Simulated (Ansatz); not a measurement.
## IK (charge -1): a ladder of basis sets, step by step

Program: Ansatz 0.2.0 through its Python package.

The cells in order, each with its output:

**Cell 1**
```python
import ansatz as az
```

**Cell 2**
```python
FUNCTIONAL = 'pbe0'
NET_CHARGE = -1
```

**Cell 3**
```python
system = (
    az.Crystal.molecule()
    .atom('K', [0.0, 0.0, 0.0])
    .atom('I', [0.0, 0.0, 3.355])
)

setup = (
    system.calculation()
    .functional(FUNCTIONAL)
    .charge(NET_CHARGE)
    .spin('collinear', total=1)
)

energies = {}
for basis in ['def2-SVP', 'def2-SVPD', 'def2-TZVP', 'def2-TZVPP']:
    report = setup.basis(gaussian=basis).run(threads=1).report
    size = report['n_frozen'] + report['n_occupied'][0] + report['n_virtual'][0]
    energies[basis] = (report['reference_energy_ev'] / 27.211386246, report['free_energy_ev'] / 27.211386246)
    print(f'{basis:14s} {size:4d} orbitals  reference {energies[basis][0]:14.6f} Ha  total {energies[basis][1]:14.6f} Ha')
```
Output:
```text
def2-SVP         50 orbitals  reference    -897.495343 Ha  total    -897.495343 Ha
def2-SVPD        62 orbitals  reference    -897.504666 Ha  total    -897.504666 Ha
def2-TZVP        83 orbitals  reference    -897.583633 Ha  total    -897.583633 Ha
def2-TZVPP       83 orbitals  reference    -897.583633 Ha  total    -897.583633 Ha
```

**Cell 4**
```python
last = energies['def2-TZVPP'][1]
for basis, (_, total) in energies.items():
    print(f'{basis:14s} lies {27.211386 * (total - last):9.4f} eV above def2-TZVPP')
```
Output:
```text
def2-SVP       lies    2.4025 eV above def2-TZVPP
def2-SVPD      lies    2.1488 eV above def2-TZVPP
def2-TZVP      lies    0.0000 eV above def2-TZVPP
def2-TZVPP     lies    0.0000 eV above def2-TZVPP
```

Against def2-SVP: def2-SVPD -9.3 mHa, def2-TZVP -88.3 mHa and def2-TZVPP -88.3 mHa. The last step alone is +0.00 mHa (these two sets differ little on atoms other than hydrogen). From the first set to the last the time grows from 3.2 to 5.3 s.

Reading the output:
- The drop along the ladder measures the basis error, and is no property of the molecule.
- The geometry is a force-field or estimated start, not a minimum of this method, and the last set is no limit. Much of the fall in a total is atomic energy, which cancels in bond and reaction energies.
- def2 sets replace the cores of elements past krypton by effective core potentials.
- The species is open-shell (spin multiplicity 2).
- The spin state was assumed, and another may lie lower.
- Hardware and time: 26 s on 1 thread of Arm Neoverse V1 (shared host), peak memory 0.27 GiB.

(Lines on the test bed's own set-up are left out of the output.)
